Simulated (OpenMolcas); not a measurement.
**Os⁴⁺ among point charges: CASSCF and CASPT2 levels and susceptibility**

How does a field of 2 point charges split the states of Os⁴⁺, and what χT follows?

Program: OpenMolcas 26.06. Level of theory: state-averaged CASSCF and CASPT2, spin-orbit coupling by RASSI with atomic mean-field integrals. These are calculated values, not measurements, unless marked.

### Step 1. What is computed

- Species: Os⁴⁺ (osmium, Z = 76, 72 electrons)
- Basis: ANO-RCC-VDZP [7s6p4d2f1g], 68 functions
- Scalar Hamiltonian: DKH2, point nucleus
- Inactive shells: 1s 2s 2p 3s 3p 3d 4s 4p 4d 4f 5s 5p
- Active space: 4 electrons in 5 orbitals (5d)
- Some configurations of this space: 5d⁴
- Orbitals: optimised for each spin and parity, averaged over all roots

The outer shells:

5d4
```
5d [↑ ][↑ ][↑ ][↑ ][  ]
```

The ion sits among 2 point charges of -2 e arranged as a linear pair (D∞h), 2.14 Å from the ion.

The work runs as a chain of OpenMolcas steps in one folder; each step below is one input file. Labels, J, g values, rates, χT and fits are worked out afterwards by a script from the matrices that RASSI stores. The input lists half of the charges; inversion (Group=XYZ) makes the rest.

### Step 2. One- and two-electron integrals

a.inp

```
&GATEWAY
Coord
1

Os 0.0 0.0 0.0
Basis=ANO-RCC-VDZP
Group=XYZ
NoMove
AngMom=0.0 0.0 0.0
AMFI
XField
1 Angstrom 0
0.000000 0.000000 2.140000 -2.000000
&SEWARD
```

Run with:

```sh
OMP_NUM_THREADS=1 MOLCAS_MEM=1689 MOLCAS_PROJECT=a pymolcas a.inp > a.log
```

### Step 3. CASSCF: quintets of even parity, 5 roots

a.inp

```
&RASSCF
FileOrb=start.orb
Symmetry=1
Spin=5
nActEl=4 0 0
Inactive=15 19
Ras2=5 0
CIRoot=5 5 1
SDav=5
CIMx=300
Iter=120 100
PrWF=0.3
OrbListing=Nothing
MaxOrb=0
>>> COPY $Project.JobIph JOB001
```

start.orb holds the contracted functions of the basis, ordered by shell, or the orbitals of the step before.

### Step 4. Reference wave functions, triplets of even parity, 45 roots

a.inp

```
&RASSCF
FileOrb=start.orb
Symmetry=1
Spin=3
nActEl=4 0 0
Inactive=15 19
Ras2=5 0
CIRoot=45 45 1
SDav=45
CIMx=300
Iter=120 100
PrWF=0.3
OrbListing=Nothing
MaxOrb=0
>>> COPY $Project.JobIph JOB002
```

### Step 5. Reference wave functions, singlets of even parity, 50 roots

a.inp

```
&RASSCF
FileOrb=start.orb
Symmetry=1
Spin=1
nActEl=4 0 0
Inactive=15 19
Ras2=5 0
CIRoot=50 50 1
SDav=50
CIMx=300
Iter=120 100
PrWF=0.3
OrbListing=Nothing
MaxOrb=0
>>> COPY $Project.JobIph JOB003
```

### Step 6. RASSI: spin-orbit coupling between the states

a.inp

```
&RASSI
NrOfJobIphs=3 5 45 50
1 2 3 4 5
1 2 3 4 5 6 7 8 9 10 11 12 13 14 15 16 17 18 19 20 21 22 23 24 25 26 27
28 29 30 31 32 33 34 35 36 37 38 39 40 41 42 43 44 45
1 2 3 4 5 6 7 8 9 10 11 12 13 14 15 16 17 18 19 20 21 22 23 24 25 26 27
28 29 30 31 32 33 34 35 36 37 38 39 40 41 42 43 44 45 46 47 48 49 50
IphNames
JOB001
JOB002
JOB003
EJob
SpinOrbit
DIPRint=1.0
SOCoupling=1000.0
Subsets=2
Property=9
'ANGMOM' 1 'ANGMOM' 2 'ANGMOM' 3 'MLTPL  1' 1 'MLTPL  1' 2 'MLTPL  1' 3
'AMFI' 1 'AMFI' 2 'AMFI' 3
SOProperty=3
'ANGMOM' 1 'ANGMOM' 2 'ANGMOM' 3
```

### Step 7. CASPT2: IPEA 0.25, imaginary shift 0.1 (closed shells correlated: 5s 5p)

a.inp

```
>>> COPY JOB001 $Project.JobIph
&CASPT2
Multistate=5 1 2 3 4 5
NoMult
Frozen=14 16
IPEA=0.25
Imaginary=0.1
MaxIter=60
WThr=0.0 0.3 0.05
PrWF=0.5
NoMix
>>> COPY JOB002 $Project.JobIph
&CASPT2
Multistate=45 1 2 3 4 5 6 7 8 9 10 11 12 13 14 15 16 17 18 19 20 21 22
23 24 25 26 27 28 29 30 31 32 33 34 35 36 37 38 39 40 41 42 43 44 45
NoMult
Frozen=14 16
IPEA=0.25
Imaginary=0.1
MaxIter=60
WThr=0.0 0.3 0.05
PrWF=0.5
NoMix
>>> COPY JOB003 $Project.JobIph
&CASPT2
Multistate=50 1 2 3 4 5 6 7 8 9 10 11 12 13 14 15 16 17 18 19 20 21 22
23 24 25 26 27 28 29 30 31 32 33 34 35 36 37 38 39 40 41 42 43 44 45 46
47 48 49 50
NoMult
Frozen=14 16
IPEA=0.25
Imaginary=0.1
MaxIter=60
WThr=0.0 0.3 0.05
PrWF=0.5
NoMix
```

(Steps that only read results are left out.)

**Question.** What will these runs give? Wanted: spin-free ground state; first state of the same spin within the active space; lowest level; next level.

As calculated:

| quantity | value |
| --- | --- |
| method | SS-CASPT2, IPEA 0.25, imaginary shift 0.1 (closed shells correlated: 5s 5p) |
| spin-free ground state | 5Sigma, 1-fold in its orbital part |
| first state of the same spin within the active space | 5Pi at 4800 cm⁻¹ |
| lowest level | 1-fold |
| next level | 2714.3 cm⁻¹ |
| χT at 300 K | 0.13 cm³ K/mol |
| effective moment at 300 K | 1.03 μB |

Cost by method:

```
                                              method  time of its own steps  time with the reference
                                           A. CASSCF                   32 s                     32 s
B. SS-CASPT2, IPEA 0.25, imaginary shift 0.1, +5s 5p                   11 s                     43 s
```

Times are of one thread on a shared host.

**Reading.** The spin-free ground state (5Sigma) comes to 100 % from free-ion D terms and keeps the highest spin of the shell. χT at 300 K is 0.13, against 3.01 cm³ K/mol for the spin alone, so spin-orbit coupling lowers it. An active space of the d shell alone favours high spin; real ions in strong fields can be low spin. CASPT2 does not keep the components of a term degenerate, and the means are used. The field of point charges can differ much from that of real complexes. With metal d orbitals alone active, the gaps between spin states are rough; where two lie within a few thousand cm-1, their order is open. This is an electrostatic model: the charges have no orbitals.
